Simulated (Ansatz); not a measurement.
# Si: the cost of one run

Program: Ansatz 0.2 development build. Level of theory: DFT, PBE, PAW, task scf. These are calculated values, not measurements.

## Step 1: The system as given

Symmetry: Fd-3m, No. 227, cubic system. The conventional cell has a = 5.430 Å, b = 5.430 Å, c = 5.430 Å, α = 90.00°, β = 90.00°, γ = 90.00°. Si (site symmetry -43m) has 4 Si at 2.35 Å as nearest neighbours.

The input asks for a charge of +0.000800515 e on the cell.

As a file:

```
CELL_PARAMETERS angstrom
3.83959 0.00000 0.00000
0.00000 3.83959 0.00000
0.00000 0.00000 5.43000
ATOMIC_POSITIONS crystal
Si 0.00000 0.00000 0.12500
Si 0.50000 0.00000 0.37500
Si 0.50000 0.50000 0.62500
Si 0.00000 0.50000 0.87500
```

## Step 2: The run

The input, input.yaml:

```yaml
total_charge: 0.000800515
crystal:
  lattice:
    - [3.839589821843, 0, 0]
    - [0, 3.839589821843, 0]
    - [0, 0, 5.43]
  atoms:
    - { symbol: Si, position: [0, 0, 0.125] }
    - { symbol: Si, position: [0.5, 0, 0.375] }
    - { symbol: Si, position: [0.5, 0.5, 0.625] }
    - { symbol: Si, position: [0, 0.5, 0.875] }
kpoints:
  mp_grid: { grid: [12, 12, 166], shift: [0, 0, 0] }
hamiltonian:
  xc: pbe
  dispersion: none
  pseudopotentials: { kind: paw }
magnetization:
  spin_polarized: false
scf:
  occupations: { method: fermi_dirac, width: 0.025852 }
  max_iter: 300
output:
  transmission: { kmesh: [12, 12], e_range: [-0.9, 0.9], de: 0.0086173 }
```

Run with:

```console
ansatz run input.yaml --threads 8 --backend cpu --max-ram 60GiB --events-out ev
```

Q: Estimate wall time and peak memory on 8 threads of Arm Neoverse V2 (Grace), shared host.

About 1.7 min, with a peak of 2.3 GiB.
